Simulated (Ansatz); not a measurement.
ClGeH4NO, SMILES [NH2][GeH]([OH])[Cl]: an atomisation energy, run with Ansatz 0.2.0 through its Python package.

`tae_clgeh4no.py`
```python
"""Energy to split ClGeH4NO into its atoms."""

from collections import Counter
import logging
import sys

import ansatz

logging.basicConfig(stream=sys.stdout, format="%(levelname)s %(message)s")
log = logging.getLogger("clgeh4no")
log.setLevel(logging.INFO)


def energy(molecule, charge=0, unpaired=0):
    calc = molecule.calculation().basis(gaussian="6-31G*").functional("CAM-B3LYP")
    if charge:
        calc = calc.charge(charge)
    if unpaired:
        calc = calc.spin("collinear", total=unpaired)
    return calc.run(threads=1).report["free_energy_ev"]


def main() -> None:
    geometry_ang = [
        ("N", [-0.3563, 1.42, 0.1671]),
        ("Ge", [0.1766, -0.3074, 0.2014]),
        ("O", [1.1855, -0.625, -1.2324]),
        ("Cl", [-1.4561, -1.6212, 0.16]),
        ("H", [-1.0409, 1.5846, 0.9547]),
        ("H", [-0.9915, 1.5804, -0.7044]),
        ("H", [1.0186, -0.5427, 1.5048]),
        ("H", [1.5562, -1.5459, -1.107]),
    ]
    geometry = ansatz.Crystal.molecule()
    for symbol, xyz in geometry_ang:
        geometry = geometry.atom(symbol, xyz)

    # Hund ground states
    unpaired = {"N": 3, "Ge": 2, "O": 2, "Cl": 1, "H": 1}
    counts = Counter(site.symbol for site in geometry.cartesian_sites)
    atom_energy = {s: energy(ansatz.Crystal.molecule().atom(s, (0, 0, 0)), 0, unpaired[s]) for s in counts}
    whole = energy(geometry, 0, 0)
    for s, e in atom_energy.items():
        log.info(f"{s:2s} x{counts[s]}  {e:14.5f} eV")
    log.info(f"ClGeH4NO: {whole:.5f} eV")
    split = sum(counts[s] * e for s, e in atom_energy.items()) - whole
    log.info(f"atomisation energy (no zero-point term): {23.060548 * split:.1f} kcal/mol, {split / sum(counts.values()):.3f} eV an atom")


if __name__ == "__main__":
    main()
```

What does it cost to take this molecule apart into atoms?

589.7 kcal/mol from the electronic energies, without the zero-point term.

The output:

```console
$ python tae_clgeh4no.py
INFO N  x1     -1484.73526 eV
INFO Ge x1    -56511.63778 eV
INFO O  x1     -2041.86645 eV
INFO Cl x1    -12520.91647 eV
INFO H  x4       -13.51936 eV
INFO ClGeH4NO: -72638.80608 eV
INFO atomisation energy (no zero-point term): 589.7 kcal/mol, 3.197 eV an atom
```

What to keep in mind:
- Total energies depend on the basis set; only differences at equal settings carry meaning.
- The geometry is a force-field or estimated start, not a minimum of this method, and the basis set is short of its limit. All parts are taken at fixed geometry, without zero-point energy.
- Hardware and time: 3.5 s on 1 thread of Intel(R) Xeon(R) Processor @ 2.30GHz, with other jobs on the host, peak memory 0.31 GiB.
